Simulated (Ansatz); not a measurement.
Write a Python script for Ansatz's Python interface that makes a comparison of functionals at one structure of TiRe, space group Pm-3m. Use (first run): r2SCAN, norm-conserving potentials, the default cutoff (1230 eV here), 6×6×6 k-points, Gaussian smearing of 0.05 eV. The script varies functional: r2scan, pbesol, blyp.

```
Ti Re
1.0
     3.11800    0.00000    0.00000
     0.00000    3.11800    0.00000
     0.00000    0.00000    3.11800
Ti Re
1 1
Direct
  0.50000 0.50000 0.50000
  0.00000 0.00000 0.00000
```

The script, `tire.py`:
```python
"""One structure of TiRe under several functionals."""

import warnings

import ansatz as az
from pymatgen.core import Lattice, Structure
from pymatgen.io.ase import AseAtomsAdaptor

warnings.simplefilter("ignore", az.DeckWarning)

pmg_structure = Structure(
    Lattice([(3.118, 0.0, 0.0), (0.0, 3.118, 0.0), (0.0, 0.0, 3.118)]),
    ["Ti", "Re"],
    [
        (0.5, 0.5, 0.5),
        (0.0, 0.0, 0.0),
    ],
)
structure = az.Crystal.from_ase(AseAtomsAdaptor.get_atoms(pmg_structure))

setup = (
    structure.calculation()
    .pseudopotentials("nc")
    .kpoints(6, 6, 6)
    .occupations("gaussian", width=0.05)
    .scf(tolerance=1e-08, max_iterations=100, extra_bands=4)
)

rows = []
for value in ["r2scan", "pbesol", "blyp"]:
    rep = setup.functional(value).run(threads=1, pin="off").report
    rows.append((value, rep["free_energy_ev"] / len(rep["lattice"]["sites"]), rep["n_iterations"], rep["n_kpoints"]))

print("  functional   F/atom (eV)    iterations      k-points")
for row in rows:
    print(f"{str(row[0]):>12s}  {row[1]:12.5f}  {row[2]:12d}  {row[3]:12d}")
```

`python tire.py` gives:
```text
  functional   F/atom (eV)    iterations      k-points
      r2scan   -2166.77378             9            20
      pbesol   -1987.97905            11            20
        blyp   -1985.34812            10            20
```

No spin polarisation was allowed. Such functionals run on norm-conserving files made under PBE, which can move pressures by some GPa. BLYP can be off by several per cent in the lattices of metals, and by several GPa in the pressure at a fixed cell. The mesh is modest for a metal, so energies can be off by several to tens of meV an atom and pressures by half a GPa or more; differences at equal mesh fare better. Spin-orbit coupling, which matters for elements this heavy, is left out. The structure is a deposited one; some such entries were measured under pressure or heat, so a shift against it needn't be the functional's error alone. Total energies of different functionals can't be compared; pressures, moments and gaps at this one structure can. Timing: 9 s on 1 thread of Arm Neoverse V2 (shared host), peak memory 0.43 GiB.
